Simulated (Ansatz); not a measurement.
# AlFHSe radical (SMILES [F][Al][SeH]): one structure at several levels

An exercise on one series of results from a longer session: the logs are not shown, and one member is left open.

Program: Ansatz 0.2.0, Gaussian basis. Level of theory: single points in def2-TZVPP. These are calculated values, not measurements.

Correlated methods freeze the cores. Filled d shells of the heavier atoms are correlated. Orbitals are unrestricted.

### Where the work starts

SMILES `[F][Al][SeH]`, 4 atoms, charge 0, spin multiplicity 2.

Atoms are counted from 1 here; the program's logs count them from 0.

Bond lengths: F1–Al2 1.625 Å, Al2–Se3 2.463 Å, Se3–H4 1.521 Å. Angles: F1–Al2–Se3 125.9°, Al2–Se3–H4 87.3°.

As a file:

```
F    -1.95180   -0.07240    0.86520
Al   -0.38200    0.34410    0.90400
Se    1.42120   -0.68980   -0.41810
H     1.11780    0.33520   -1.49960
```

Set-up of the first run:

File run/in.yaml:

```yaml
crystal:
  periodic: [false, false, false]
  atoms:
    - {symbol: F, position_ang: [-1.951800, -0.072400, 0.865200]}
    - {symbol: Al, position_ang: [-0.382000, 0.344100, 0.904000]}
    - {symbol: Se, position_ang: [1.421200, -0.689800, -0.418100]}
    - {symbol: H, position_ang: [1.117800, 0.335200, -1.499600]}
basis:
  gaussian: {orbitals: def2-TZVPP}
magnetization: {spin_polarized: true, initial_magnetization: 1}
correlation: {method: ccsd_t}
scf: {omitted_lower_state_checks: [cluster_reference]}
output: {forces: true}
```

The command line of these runs was not kept.

Among the steps run: CCSD(T)/def2-TZVPP; PBE0-D4/def2-TZVPP; wB97M-V/def2-TZVPP; r2SCAN-D4/def2-TZVPP; PBE-D4/def2-TZVPP; revPBE-D4/def2-TZVPP; BLYP-D4/def2-TZVPP.

One table of the session follows, with a row left open; its other results are not shown here.

| method | RMS force component (eV/Å) | angle to CCSD(T) forces (°) | dipole (D) |
| --- | --- | --- | --- |
| CCSD(T) | 0.658 | reference | 1.12 |
| PBE0-D4 | ? | ? | ? |
| wB97M-V | 0.678 | 3.7 | 1.31 |
| r2SCAN-D4 | 0.642 | 1.4 | 1.13 |
| PBE-D4 | 0.698 | 20.0 | 1.08 |
| revPBE-D4 | 0.751 | 24.0 | 1.05 |
| BLYP-D4 | 0.706 | 26.1 | 1.12 |

Estimate the missing values for PBE0-D4.

**Answer.** RMS force component (eV/Å): 0.622; angle to CCSD(T) forces (°): 0.5; dipole (D): 1.17. In the column «RMS force component (eV/Å)» it is the lowest.
